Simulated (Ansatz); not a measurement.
Runs of Ansatz 0.2.0 on BaY. The structure is cubic, space group Pm-3m (No. 221). Conventional cell: a = 4.420 Å, b = 4.420 Å, c = 4.420 Å, α = 90.00°, β = 90.00°, γ = 90.00°. Ba (site symmetry m-3m) has 8 Y at 3.83 Å as nearest neighbours. Y (site symmetry m-3m) is surrounded by 8 Ba at 3.83 Å. The cell was built by a generator and needn't be a form met in nature.

```tsv
task	level	cell	cutoff (eV)	points for each segment of the path	gap on the mesh (eV)	pressure (GPa)
band structure	PBEsol	as given	420	14	none	-1.4
relaxation of cell and atoms	PBE	relaxed	420	-	none	0.0
band structure	revPBE	as given	420	14	none	0.6
band structure	RPBE	as given	420	14	none	0.9
band structure	r2SCAN	as given	500	14	none	(a)
```

Alike in all rows: potentials or basis Ansatz PAW; no spin polarisation; k mesh 6 × 6 × 6; smearing fermi-dirac 0.05 eV.

Task: Estimate the missing entries.

Result: (a) 0.1.

Caveats: the PAW data sets come from PBE, with cores solved anew for the run's functional, which leaves a small shift of forces and pressure (some runs); the potentials were made for another functional, which shifts forces and pressure (some runs); the plane-wave basis is chosen anew once the cell has moved, so the energies of steps on either side of that aren't comparable (some runs).

A k mesh can miss the band edges, and the runs leave out spin-orbit coupling on Ba, Y.

A gap of «none» marks a metal or a gap under the smearing width.

Not every run made on this cell is shown here.
